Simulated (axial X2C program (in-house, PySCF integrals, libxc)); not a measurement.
# RbSe: bond curves with and without spin–orbit coupling, part 2 of 2

Computed with an in-house X2C program for linear molecules on PySCF integrals; all-electron X2C, Rb dyall-cv3z, Se dyall-cv3z. The steps go on from the part before.

### 11 PBE0, 2c

State followed: Ω = 3/2 (excess of +ω over −ω: ω = 3/2). The scan is laid around 3.074 Å, a first estimate of the minimum, and this SCF restarts from the orbitals of the search.

Output at 3.074 Å:

```text
two-component X2C + atomic mean field  PBE0
basis functions 230  fitting functions 1263  grid points 5807
iter        total energy     max residual
   1      -5408.519654409     1.93e-01
   2      -5408.527397361     5.14e-04
   3      -5408.527401464     1.91e-04
   4      -5408.527402332     9.76e-05
   5      -5408.527402430     2.07e-05
   6      -5408.527402436     4.38e-06
   7      -5408.527402437     7.40e-07
converged
one-electron -7944.11514185  Coulomb 2510.81426722  exact exchange -46.64457250  xc functional -143.03555431  nuclear repulsion 216.55983453  atomic mean-field constant -2.10623553
```

Along the bond, energies from the lowest point:

```
R (Å)  E (eV)   μ (D)  HOMO (eV)  LUMO (eV)  iterations
2.674  0.4057   -8.64      -4.76      -2.55           9
2.797  0.1648   -9.21      -4.71      -2.40           9
2.890  0.0634   -9.63      -4.61      -2.30           9
2.982  0.0126  -10.04      -4.52      -2.21           9
3.074  0.0000  -10.45      -4.44      -2.12           7
3.182  0.0213  -10.92      -4.35      -2.03           9
3.289  0.0704  -11.39      -4.26      -1.94           9
3.428  0.1612  -11.98      -4.15      -1.83           9
3.597  0.2972  -12.69      -4.04      -1.72          10
3.842  0.5170  -13.69      -3.89      -1.87          11
4.181  0.8206  -14.91      -3.74      -2.08          11
4.611  1.1659  -15.88      -3.68      -2.30          12
```

Dipoles are positive if Se is the positive end.

Outer spinors at the reference distance:

```tsv
ω	occupied	ε (eV)	atomic character	λ mixture
1/2	yes	-34.94	100% Rb s	100% σ
-1/2	yes	-34.94	100% Rb s	100% σ
1/2	yes	-18.47	98% Rb p	67% π, 33% σ
-1/2	yes	-18.46	99% Rb p	70% π, 30% σ
1/2	yes	-17.65	91% Rb p, 8% Se s	68% σ, 32% π
3/2	yes	-17.61	100% Rb p	100% π
-3/2	yes	-17.61	100% Rb p	100% π
-1/2	yes	-17.59	96% Rb p, 3% Se s	70% σ, 30% π
1/2	yes	-16.22	80% Se s, 14% Rb p, 4% Rb d	100% σ
-1/2	yes	-15.19	85% Se s, 8% Rb p, 4% Rb d	100% σ
-1/2	yes	-5.45	93% Se p, 4% Rb d	96% π, 4% σ
3/2	yes	-5.19	93% Se p, 5% Rb d, 2% Rb p	100% π
1/2	yes	-5.06	87% Se p, 6% Rb s, 4% Rb d	93% σ, 7% π
-1/2	yes	-4.65	85% Se p, 7% Rb s, 4% Rb d	96% σ, 4% π
1/2	yes	-4.44	91% Se p, 5% Rb d, 3% Rb p	93% π, 7% σ
-3/2	no	-2.12	87% Se p, 8% Rb d, 5% Rb p	100% π
-1/2	no	-1.38	77% Rb s, 19% Rb p, 3% Se p	100% σ
1/2	no	-1.37	79% Rb s, 17% Rb p, 2% Se p	100% σ
1/2	no	-0.14	91% Rb p, 9% Rb d	100% π
```

PBE0 fields in the half plane through the axis: z from -2.4 to 5.4 Å across, distance from the axis 0.15 to 2.25 Å upwards; Rb lies at z = 0 and Se at z = 3.074 Å; the ELF is damped to zero where the density is low.

log10 density (e/bohr³). Ten even steps from '0' (-4.80 ) to '9' (1.50 ):
```
000011111222222233332222111
001112222222233333333332211
011223333333333444444333221
112233444444334444554443322
122344555554444555555544332
123345666665445556666554332
123455677765545566776654432
223456689866555568997654433
```

ELF. Ten even steps from ' ' (0.00 ) to '@' (0.87 ):
```
                          ....::::::::::::....        
                          ..--============--::..      
          ....::::..      ::++************++==--::    
        ..--++****++::    ::**##%%%%%%%%%%##**++==::  
      ..==**%%@@@@@@##::  ::##%%@@%%%%%%@@@@%%##++--..
    ..--**%%@@@@%%@@@@++..::##@@%%++--==##@@@@%%##==::
    ..==%%@@%%::::::%%%%..::%%@@++::++--::%%@@@@%%++--
    ::++%%@@==##--##==%%::::%%@@::##--%%::**@@@@%%**--
```

Re = 3.064 Å, ωe = 151.5 cm⁻¹, ωexe = 0.376 cm⁻¹, Be = 0.04362 cm⁻¹, De = 2.47 eV, μ = -10.41 D.

### 12 HF, 2c

The SCF at the reference distance of 3.074 Å:

```text
two-component X2C + atomic mean field  HF
basis functions 230  fitting functions 1263  grid points 5807
iter        total energy     max residual
   1      -5405.425565626     1.67e-01
   2      -5405.452240850     5.71e-03
   3      -5405.452874759     3.68e-03
   4      -5405.452971396     1.18e-03
   5      -5405.452998065     3.34e-04
   6      -5405.453005116     1.50e-04
   7      -5405.453006394     7.58e-05
   8      -5405.453006686     2.33e-05
   9      -5405.453006704     5.45e-06
  10      -5405.453006706     2.00e-06
  11      -5405.453006707     5.39e-07
converged
one-electron -7944.18656345  Coulomb 2510.98430679  exact exchange -186.70434904  xc functional 0.00000000  nuclear repulsion 216.55983453  atomic mean-field constant -2.10623553
```

Re = 3.164 Å, ωe = 144.4 cm⁻¹, ωexe = 0.357 cm⁻¹, Be = 0.0409 cm⁻¹, De = 1.44 eV, μ = -11.87 D.

### 13 r2SCAN, 2c

Output at 3.074 Å:

```text
two-component X2C + atomic mean field  r2SCAN
basis functions 230  fitting functions 1263  grid points 5807
iter        total energy     max residual
   1      -5409.073376765     6.31e-02
   2      -5409.075415379     1.96e-03
   3      -5409.075416037     1.59e-03
   4      -5409.075461079     3.31e-04
   5      -5409.075463528     1.63e-04
   6      -5409.075463825     1.90e-05
   7      -5409.075463828     4.85e-06
   8      -5409.075463829     1.40e-06
converged
one-electron -7944.10628767  Coulomb 2510.81248391  exact exchange 0.00000000  xc functional -190.23525908  nuclear repulsion 216.55983453  atomic mean-field constant -2.10623553
```

Re = 3.080 Å, ωe = 149.8 cm⁻¹, ωexe = 0.364 cm⁻¹, Be = 0.04318 cm⁻¹, De = 2.46 eV, μ = -10.65 D.

### 14 M06, 2c

Output at 3.074 Å:

```text
two-component X2C + atomic mean field  M06
basis functions 230  fitting functions 1263  grid points 5807
iter        total energy     max residual
   1      -5409.102768882     8.48e-02
   2      -5409.107774495     1.97e-03
   3      -5409.107855168     4.93e-04
   4      -5409.107863274     3.39e-04
   5      -5409.107866833     1.23e-04
   6      -5409.107867237     6.42e-05
   7      -5409.107867300     4.90e-06
   8      -5409.107867302     2.39e-06
converged
one-electron -7943.96811204  Coulomb 2510.68548308  exact exchange -50.38338789  xc functional -139.89544945  nuclear repulsion 216.55983453  atomic mean-field constant -2.10623553
```

Re = 3.078 Å, ωe = 150.7 cm⁻¹, ωexe = 0.365 cm⁻¹, Be = 0.04323 cm⁻¹, De = 2.58 eV, μ = -10.57 D.

### 15 BLYP, 2c

Output at 3.074 Å:

```text
two-component X2C + atomic mean field  BLYP
basis functions 230  fitting functions 1263  grid points 5807
iter        total energy     max residual
   1      -5409.292258652     9.22e-02
   2      -5409.299147453     8.39e-03
   3      -5409.295123002     1.44e-02
   4      -5409.300995990     1.09e-03
   5      -5409.301015881     5.40e-04
   6      -5409.301022137     8.41e-05
   7      -5409.301022244     2.05e-05
   8      -5409.301022265     3.06e-06
   9      -5409.301022265     7.08e-07
converged
one-electron -7943.29747146  Coulomb 2509.94690204  exact exchange 0.00000000  xc functional -190.40405185  nuclear repulsion 216.55983453  atomic mean-field constant -2.10623553
```

Re = 3.115 Å, ωe = 141.0 cm⁻¹, ωexe = 0.378 cm⁻¹, Be = 0.04219 cm⁻¹, De = 2.39 eV, μ = -9.71 D.

### 16 Correlated methods, 2c

Correlated methods: 15 electrons correlated (frozen shells, counted by type: Rb 3 s, 2 p, 1 d; Se 3 s, 2 p, 1 d), 277 virtual spinors in MP2, 136 natural virtuals in coupled cluster.

Output of the correlated part at 3.074 Å:

```text
correlated 15  virtual 277  natural virtual 136  E(MP2) -0.330386092  MP2 remainder -0.004480562
iter   CCSD correlation   residual
   1     -0.350627670   9.33e-02
   2     -0.357348852   2.92e-02
   3     -0.357802901   9.73e-03
   4     -0.357785344   4.44e-03
   5     -0.357791355   1.58e-03
   6     -0.357793569   5.78e-04
   7     -0.357794163   1.64e-04
   8     -0.357795120   5.43e-05
   9     -0.357794709   2.00e-05
  10     -0.357794522   7.49e-06
  11     -0.357794456   2.78e-06
  12     -0.357794445   1.05e-06
(T) -0.012034843  T1 0.0107  D1 0.0258  max T2 0.055
```

MP2: Re = 3.078 Å, ωe = 153.9 cm⁻¹, Be = 0.04321 cm⁻¹, De = 2.24 eV.

CCSD: Re = 3.097 Å, ωe = 151.9 cm⁻¹, ωexe = 0.382 cm⁻¹, Be = 0.0427 cm⁻¹, De = 2.20 eV. T1 at Re = 0.008 (Lee–Taylor, the printed value over √2).

CCSD(T): Re = 3.090 Å, ωe = 152.5 cm⁻¹, ωexe = 0.384 cm⁻¹, Be = 0.04287 cm⁻¹, De = 2.25 eV. T1 at Re = 0.008 (Lee–Taylor, the printed value over √2).

### 17 A higher determinant, 2c

State: Ω = 1/2 (excess of +ω over −ω: ω = 1/2).

Output at the reference distance:

```text
two-component X2C + atomic mean field  PBE0
basis functions 230  fitting functions 1263  grid points 5807
iter        total energy     max residual
   1      -5408.513961788     1.93e-01
   2      -5408.521672219     5.15e-04
   3      -5408.521676339     2.01e-04
   4      -5408.521677197     9.27e-05
   5      -5408.521677339     2.04e-05
   6      -5408.521677373     1.95e-05
   7      -5408.521677407     1.74e-05
   8      -5408.521677482     1.20e-05
   9      -5408.521677537     3.83e-06
  10      -5408.521677544     5.44e-07
  11      -5408.521677544     2.20e-07
converged
one-electron -7943.98826297  Coulomb 2510.68898308  exact exchange -46.64394062  xc functional -143.03205603  nuclear repulsion 216.55983453  atomic mean-field constant -2.10623553
```

```
R (Å)  E above the lowest PBE0 point (eV)
2.674                               0.373
2.797                               0.261
2.890                               0.202
2.982                               0.162
3.074                               0.156
3.182                               0.181
3.289                               0.233
3.428                               0.326
3.597                               0.464
```

No constants are quoted: the points don't follow one smooth fit.

### 18 The 2c curves together

Energy (eV) of the followed determinant, 2c, from each level's lowest point:

```
R (Å)   PBE0     HF    MP2   CCSD  CCSD(T)  r2SCAN    M06   BLYP
2.674  0.406  0.642  0.455    n/a      n/a   0.436  0.439  0.476
2.797  0.165  0.313  0.191  0.215    0.207   0.184  0.185  0.213
2.890  0.063  0.158  0.078  0.092    0.087   0.075  0.075  0.095
2.982  0.013  0.063  0.018  0.025    0.023   0.018  0.018  0.028
3.074  0.000  0.014  0.000  0.000    0.000   0.000  0.000  0.000
3.182  0.021  0.000  0.017  0.011    0.013   0.016  0.017  0.004
3.289  0.070  0.021  0.065  0.053    0.057   0.061  0.062  0.036
3.428  0.161  0.085  0.156  0.138    0.144   0.147  0.149  0.105
3.597  0.297  0.197  0.295    n/a      n/a   0.278  0.282  0.216
3.842  0.517  0.396  0.522    n/a      n/a   0.493  0.495  0.401
4.181  0.821  0.688  0.841    n/a      n/a   0.793  0.788  0.657
4.611  1.166  1.042  1.217    n/a      n/a   1.134  1.124  0.943
```

The whole job took 8.6 min on 2 threads of Arm Neoverse V1, shared host.

### 19 Constants

What follows sums up all 2 parts.

Lowest determinant that the search found at its distance, spin-free: M_S = 1/2, Λ = 1 (beyond closed shells: π+α, π+β, π-α).

Lowest determinant that the search found at its distance, 2c: Ω = 3/2 (excess of +ω over −ω: ω = 3/2).

```tsv
Hamiltonian	level	Re (Å)	ωe (cm⁻¹)	De (eV)	μ (D)
spin-free	PBE0	3.063	151.8	2.43	-10.43
spin-free	HF	3.163	144.6	1.41	-11.87
spin-free	MP2	3.078	154.1	2.28	n/a
spin-free	CCSD	3.096	152.1	2.22	n/a
spin-free	CCSD(T)	3.090	152.7	2.28	n/a
spin-free	r2SCAN	3.079	150.0	2.38	-10.67
spin-free	M06	3.077	151.0	2.63	-10.59
spin-free	BLYP	3.114	141.5	2.40	-9.75
2c	PBE0	3.064	151.5	2.47	-10.41
2c	HF	3.164	144.4	1.44	-11.87
2c	MP2	3.078	153.9	2.24	n/a
2c	CCSD	3.097	151.9	2.20	n/a
2c	CCSD(T)	3.090	152.5	2.25	n/a
2c	r2SCAN	3.080	149.8	2.46	-10.65
2c	M06	3.078	150.7	2.58	-10.57
2c	BLYP	3.115	141.0	2.39	-9.71
```

Dipoles are positive if Se is the positive end.

Time per point (s) on 2 threads of Arm Neoverse V1, shared host (2c runs; CCSD comes with the CCSD(T) run); the times are rough: PBE0 0.65, HF 0.49, MP2 0.89, CCSD(T) 24, r2SCAN 0.7, M06 0.98, BLYP 0.36.

**Reading.** At CCSD(T), going from spin-free to two-component changes Re by +1 mÅ, ωe by -0.1 %, which is small (part of it comes from the scalar share of the two-electron terms). De moves by -0.03 eV; both De rest on single-determinant atoms, which can miss part of an open shell's spin–orbit lowering.

De refers to Rb + Se, each in the lowest determinant found, which need not be this curve's own limit. Each curve is one determinant whose occupation by symmetry is held fixed; it was picked as the lowest of a PBE0 search that is not exhaustive. Dissociation energies refer to the lowest single-determinant-based atoms at the same level and basis. Density functionals use the spin component along the axis (collinear). Coupled cluster ran in a truncated set of natural virtual spinors; the MP2 energy of the rest was added. The meta-GGAs lack a current-density term, which matters for open shells with orbital currents, atoms included. At some level an empty orbital lies below a filled one.
